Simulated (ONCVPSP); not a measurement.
**Pseudopotential generation for germanium: ONCV, PBEsol**

Task: generate the file, and judge it by its errors in other configurations, its logarithmic derivatives, its ghosts and its cutoff.

Method: ONCVPSP 4.0.1, PBEsol, scalar-relativistic.

### 1 Starting point

The settings as typed:

- element: germanium (Ge, Z = 32)
- type: optimised norm-conserving Vanderbilt (ONCV)
- frozen core: [Ar] 3d10
- valence charge: 4
- reference configuration: 4s2 4p2
- partial waves: 4s: rc 1.70 bohr, ncon 4, nbas 7, qcut 3.1 1/bohr, 2 projectors, debl 1 Ha; 4p: rc 1.95 bohr, ncon 4, nbas 8, qcut 4.4 1/bohr, 2 projectors, debl 2.6 Ha; d scattering state at 0.39 Ha: rc 1.75 bohr, ncon 3, nbas 8, qcut 5.5 1/bohr, 2 projectors, debl 1.6 Ha
- local potential: polynomial inside 1.20 bohr (lpopt 2, dvloc0 0 Ha)
- core correction: polynomial model core, fcfact 0.35

The outer shells as boxes (Hund's rule for the drawing; the calculation is spin-unpolarised):

```
[Ar] core
3d [↑↓][↑↓][↑↓][↑↓][↑↓]
4s [↑↓]
4p [↑ ][↑ ][  ]
```

### 2 Generating the potential

Input file Ge.dat:

```
# ATOM AND REFERENCE CONFIGURATION
# atsym  z   nc   nv     iexc    psfile
  Ge 32.00    6    2  -116133      upf
#
#   n    l    f
    1    0    2.00
    2    0    2.00
    2    1    6.00
    3    0    2.00
    3    1    6.00
    3    2   10.00
    4    0    2.00
    4    1    2.00
#
# PSEUDOPOTENTIAL AND OPTIMIZATION
# lmax
    2
#
#   l,   rc,      ep,       ncon, nbas, qcut
    0    1.70    0.00    4    7    3.10
    1    1.95    0.00    4    8    4.40
    2    1.75    0.39    3    8    5.50
#
# LOCAL POTENTIAL
# lloc, lpopt,  rc(5),   dvloc0
    4    2    1.20    0.00
#
# VANDERBILT-KLEINMAN-BYLANDER PROJECTORs
# l, nproj, debl
    0    2    1.00
    1    2    2.60
    2    2    1.60
#
# MODEL CORE CHARGE
# icmod, fcfact, rcfact
    1    0.35    0.00
#
# LOG DERIVATIVE ANALYSIS
# epsh1, epsh2, depsh
   -2.00    5.00    0.02
#
# OUTPUT GRID
# rlmax, drl
    6.00    0.01
#
# TEST CONFIGURATIONS
# ncnf
    4
# nvcnf
#   n    l    f
    2
    4    0    2.00
    4    1    1.00
#
    2
    4    0    2.00
    4    1    0.00
#
    2
    4    0    1.00
    4    1    0.00
#
    2
    4    0    1.00
    4    1    3.00
#
```

Started as:

```bash
$ oncvpsp.x < Ge.dat > Ge.out
```

**Question.** What will these runs give? Wanted: cutoffs for 1 and 0.1 mHa per electron, occupied waves; bound ghosts; GHOST(+) flags; largest test error; largest phase difference near zero energy, channels read; rms error of d²Exc/dn², without and with the model core.

As calculated:

| quantity | value |
| --- | --- |
| cutoffs for 1 and 0.1 mHa per electron, occupied waves | 30 Ha and 40 Ha |
| bound ghosts | d at -2.00 eV |
| GHOST(+) flags | s at 120 eV |
| largest test error (AE − PS) | -297 meV, for 4s1 4p0 |
| largest phase difference near zero energy, channels read | 2.961 rad |
| rms error of d²Exc/dn², without and with the model core | 5.88 and 0.18 mHa |

**Reading.** It has a bound ghost (d), a state that the atom doesn't have, and that rules the file out. The worst unpolarised test, 4s1 4p0, is off by 297 meV on 57.7 eV; by total energies transferability rates as poor. That test lies far up in energy; among those under 40 eV, nearer to bonding, the largest error is 51 meV. By its cutoff, 30 Ha for the looser tolerance, it is of middling hardness. At the looser tolerance the 4s wave is the slowest; 4p needs 6 Ha. Of the channels read, d scatters worst near zero energy, by up to 2.96 rad. A step near π is an extra or missing state, not a misfit of shape. The pseudo curves have a pole with no partner nearby in the atom's: d at -0.08 Ha. The program also flags highly localised states, GHOST(+) (s). These are tests on the free atom; a crystal test is still owed.
